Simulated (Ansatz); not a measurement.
# C2H9NSi (SMILES CN(C)[SiH3]): wB97M-V/6-31G(d) (spherical functions)

Aim: the electronic atomisation energy of C2H9NSi at wB97M-V/6-31G* (spherical functions), from 5 runs. 

The calculation is run with Ansatz 0.2.0.

71 further runs of the same task are left out: 71 set aside as unsound or not needed.

## 1. The molecule

C2H9NSi has 13 atoms, charge 0, and is taken as a singlet. As SMILES, `CN(C)[SiH3]`. The shape is that of a PBE0-D4/def2-TZVP optimisation.

Bond lengths: C1–N2 1.442 Å, N2–C3 1.442 Å, N2–Si4 1.717 Å, C1–H5 1.101 Å, C1–H6 1.097 Å, C1–H7 1.092 Å, C3–H8 1.097 Å, C3–H9 1.101 Å, C3–H10 1.092 Å, Si4–H11 1.497 Å, Si4–H12 1.487 Å, Si4–H13 1.487 Å. Some angles: C1–N2–C3 113.7°, C1–N2–Si4 120.9°, C3–N2–Si4 120.9°, N2–C1–H5 112.8°, N2–C1–H6 110.4°, N2–C1–H7 110.5°, N2–C3–H8 110.4°, N2–C3–H9 112.8°, N2–C3–H10 110.5°, N2–Si4–H11 115.3°.

## 2. A single-point energy at wB97M-V/6-31G(d) (spherical functions)

in.yaml reads:

```yaml
crystal:
  periodic: [false, false, false]
  atoms:
    - symbol: C
      position_ang: [-0.853400, 1.051500, -0.567400]
    - symbol: "N"
      position_ang: [-0.064300, 0.101400, 0.176900]
    - symbol: C
      position_ang: [1.257300, 0.576800, 0.503700]
    - symbol: Si
      position_ang: [-0.404400, -1.580400, 0.101900]
    - symbol: H
      position_ang: [-0.416100, 1.292500, -1.548500]
    - symbol: H
      position_ang: [-0.947500, 1.991500, -0.009400]
    - symbol: H
      position_ang: [-1.860700, 0.663700, -0.735400]
    - symbol: H
      position_ang: [1.197400, 1.509100, 1.079000]
    - symbol: H
      position_ang: [1.870100, 0.778300, -0.388400]
    - symbol: H
      position_ang: [1.787100, -0.156700, 1.115700]
    - symbol: H
      position_ang: [0.068700, -2.275300, -1.137100]
    - symbol: H
      position_ang: [-1.879700, -1.752300, 0.167000]
    - symbol: H
      position_ang: [0.265600, -2.234700, 1.256700]
basis:
  gaussian: {orbitals: 6-31G_st_-spherical.json}
hamiltonian: {xc: {name: wB97M-V}}
accuracy: high
output: {orbitals: {seedname: orbitals}}
```

The basis set 6-31G* is read from a file made from the Basis Set Exchange's data (not shown).

The run is started by

```bash
$ ansatz run in.yaml --threads 1 --pin off --max-ram 2610MiB --events-out events.jsonl --progress --plain --runs-dir runs
```

What it wrote:

```text
Warning: RAYON_NUM_THREADS=1 ignored (pool sized by the plan → 1); use --threads N
Functional definition: wB97M-V
  name "wB97M-V"
  parameter omega = 0.3/bohr
  parameter cx = 0.15
  parameter cx01 = 1.007
  parameter cx10 = 0.259
  parameter css00 = 0.443
  parameter css04 = -1.437
  parameter css10 = -4.535
  parameter css20 = -3.390
  parameter css43 = 4.278
  parameter cos00 = 1.000
  parameter cos10 = 1.358
  parameter cos20 = 2.924
  parameter cos21 = -8.812
  parameter cos60 = -1.390
  parameter cos61 = 9.142
  parameter b = 6.0
  parameter c = 0.01
  gx(w, u) = 1 - cx + cx01*u + cx10*w
  gss(w, u) = css00 + css04*u^4 + css10*w + css20*w^2 + css43*w^4*u^3
  gos(w, u) = cos00 + cos10*w + (cos20 + cos21*u)*w^2 + (cos60 + cos61*u)*w^6
  exchange = spin_sum(e_x_unif_sr(omega)*gx(b97_w, b97_u_x)) + cx*exact_x_sr(omega) + exact_x_lr(omega)
  correlation = spin_sum(e_c_pw_mod_same_spin*gss(b97_w, b97_u_same))
      + integral(e_c_pw_mod_opposite_spin*gos(b97_w_opposite, b97_u_opposite)) + vv10(b, c)
1974 factors; integrals over basis functions are off by at most 4.0e-9 eV
389 factors; integrals over basis functions are off by at most 2.2e-9 eV
mean field evaluation 1: about -11581.8773 eV, gradient 3.6e1 eV
mean field evaluation 2: about -11582.2733 eV, gradient 3.4e1 eV
mean field evaluation 4: about -11584.7111 eV, gradient 1.2e0 eV
mean field evaluation 8: about -11584.9085 eV, gradient 1.8e-2 eV
mean field evaluation 16: about -11584.9085 eV, gradient 1.8e-5 eV
mean field -11584.90850713 eV, -425.7375351038 hartree, gradient 8.6e-8 eV, S^2 0.000000; 0 other end points of the search recorded, 0 dependent functions left out
reference -11584.90851163 eV, -425.7375352694 hartree; 21, 21 occupied and 57, 57 virtual orbitals, 1974 factors
Total energy: -11584.90851163 eV, -425.7375352694 hartree
```

Wall time 1.7 min (1 thread of Arm Neoverse V1, shared host); peak memory 0.57 GiB.

## 3. The C atom at the same level

input.yaml reads:

```yaml
crystal:
  periodic: [false, false, false]
  atoms:
    - {symbol: C, position_ang: [0.000000, 0.000000, 0.000000]}
basis:
  gaussian: {orbitals: 6-31G_st_-spherical.json}
magnetization: {spin_polarized: true, initial_magnetization: 2}
hamiltonian: {xc: {name: wB97M-V}}
accuracy: high
```

The basis set 6-31G* is read from a file made from the Basis Set Exchange's data (not shown).

Run the same way, it converges to -37.83053 Eh (log not shown).

## 4. The H atom at the same level

input.yaml reads:

```yaml
crystal:
  periodic: [false, false, false]
  atoms:
    - {symbol: H, position_ang: [0.000000, 0.000000, 0.000000]}
basis:
  gaussian:
    orbitals: "6-31G*"
magnetization:
  spin_polarized: true
  initial_magnetization: 1
hamiltonian:
  xc: {name: wB97M-V}
accuracy: high
```

Run the same way, it converges to -0.49108 Eh (log not shown).

## 5. The N atom

job.yaml reads:

```yaml
crystal:
  periodic: [false, false, false]
  atoms:
    - {symbol: N, position_ang: [0.000000, 0.000000, 0.000000]}
basis:
  gaussian:
    orbitals: 6-31G_st_-spherical.json
magnetization:
  spin_polarized: true
  initial_magnetization: 3
hamiltonian:
  xc: {name: wB97M-V}
accuracy: high
```

The basis set 6-31G* is read from a file made from the Basis Set Exchange's data (not shown).

Run the same way, it converges to -54.57154 Eh (log not shown).

## 6. The Si atom

input.yaml reads:

```yaml
crystal:
  periodic: [false, false, false]
  atoms:
    - {symbol: Si, position_ang: [0.000000, 0.000000, 0.000000]}
basis:
  gaussian:
    orbitals: 6-31G_st_-spherical.json
magnetization:
  spin_polarized: true
  initial_magnetization: 2
accuracy: high
hamiltonian:
  xc: {name: wB97M-V}
```

The basis set 6-31G* is read from a file made from the Basis Set Exchange's data (not shown).

Run the same way, it converges to -289.33209 Eh (log not shown).

## 7. What came out

At wB97M-V/6-31G* (spherical functions):

```
                     quantity          value
       molecule: total energy  -425.73754 Eh
        molecule: HOMO energy       -8.44 eV
        molecule: LUMO energy        2.88 eV
      molecule: HOMO–LUMO gap       11.31 eV
         C atom: total energy   -37.83053 Eh
                 C atom: ⟨S²⟩          2.001
         H atom: total energy    -0.49108 Eh
                 H atom: ⟨S²⟩          0.750
         N atom: total energy   -54.57154 Eh
                 N atom: ⟨S²⟩          3.752
        Si atom: total energy  -289.33209 Eh
                Si atom: ⟨S²⟩          2.001
electronic atomisation energy      47.704 eV
```

Taking the molecule apart into free atoms costs 47.70 eV (1100 kcal/mol), before zero-point energy and without spin-orbit coupling.
